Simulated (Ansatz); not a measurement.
**C2H5ClGa radical: small, medium and large basis sets**

How large a basis does C2H5ClGa radical need? Two functionals are run in growing sets.

Computed with Ansatz 0.2.0, Gaussian basis. Level: one geometry, several basis sets.

The runs, in order: PBE0-D4/def2-SVP; ωB97M-V/def2-SVP; PBE0-D4/def2-QZVPP; ωB97M-V/def2-QZVPP; the functionals' def2-TZVPP values are taken from earlier runs.

### Step 1. The geometry

The geometry comes from an earlier relaxation with PBE0-D4 in a triple-zeta def2 set; it is a stationary point, not always the lowest conformer.

SMILES `C[CH2][Ga][Cl]`, 9 atoms, charge 0, spin multiplicity 2.

Atoms are counted from 1 here; the program's logs count them from 0.

Bond lengths: C1–C2 1.518 Å, C1–H5 1.092 Å, C1–H6 1.095 Å, C1–H7 1.091 Å, C2–Ga3 2.028 Å, C2–H8 1.094 Å, C2–H9 1.093 Å, Ga3–Cl4 2.190 Å. Angles: C2–C1–H5 111.9°, C2–C1–H6 110.6°, C2–C1–H7 111.9°, H5–C1–H6 107.5°, H5–C1–H7 107.0°, H6–C1–H7 107.7°, C1–C2–Ga3 113.0°, C1–C2–H8 112.6°, C1–C2–H9 112.8°, Ga3–C2–H8 104.9°, Ga3–C2–H9 106.0°, H8–C2–H9 107.0°, C2–Ga3–Cl4 114.6°.

### Step 2. PBE0-D4 in def2-SVP

Input file in.yaml:

```yaml
crystal:
  periodic: [false, false, false]
  atoms:
    - {symbol: C, position_ang: [-0.585562, 0.732815, 0.049093]}
    - {symbol: C, position_ang: [0.348717, -0.242324, 0.741382]}
    - {symbol: Ga, position_ang: [1.087941, -1.655439, -0.511175]}
    - {symbol: Cl, position_ang: [0.640513, -1.319635, -2.628494]}
    - {symbol: H, position_ang: [-1.459608, 0.231622, -0.371521]}
    - {symbol: H, position_ang: [-0.947537, 1.487861, 0.755347]}
    - {symbol: H, position_ang: [-0.091825, 1.256417, -0.771434]}
    - {symbol: H, position_ang: [1.230957, 0.249044, 1.163203]}
    - {symbol: H, position_ang: [-0.135095, -0.786761, 1.556599]}
basis:
  gaussian: {orbitals: def2-SVP}
magnetization: {spin_polarized: true, initial_magnetization: 1}
hamiltonian: {xc: pbe0, dispersion: d4}
output: {orbitals: {seedname: orbitals}}
```

Started as:

```
> ansatz run in.yaml --threads 4 --pin off --events-out ev --progress --plain --max-ram 10444MiB
```

Further steps of the session: ωB97M-V in def2-SVP; PBE0-D4 in def2-QZVPP; ωB97M-V in def2-QZVPP.

Q: Predict the results of all the runs planned. Wanted: PBE0-D4: double and triple zeta above quadruple; ωB97M-V: double and triple zeta above quadruple.

As calculated:

```
                                       quantity           value
PBE0-D4: double and triple zeta above quadruple  15.05, 1.67 eV
ωB97M-V: double and triple zeta above quadruple  15.07, 1.62 eV
```

In words: PBE0-D4 gains 13.38 eV from double to triple zeta, then 1.67 eV more. These are total energies; as a rule much of such shifts cancels in differences, which this series doesn't test.
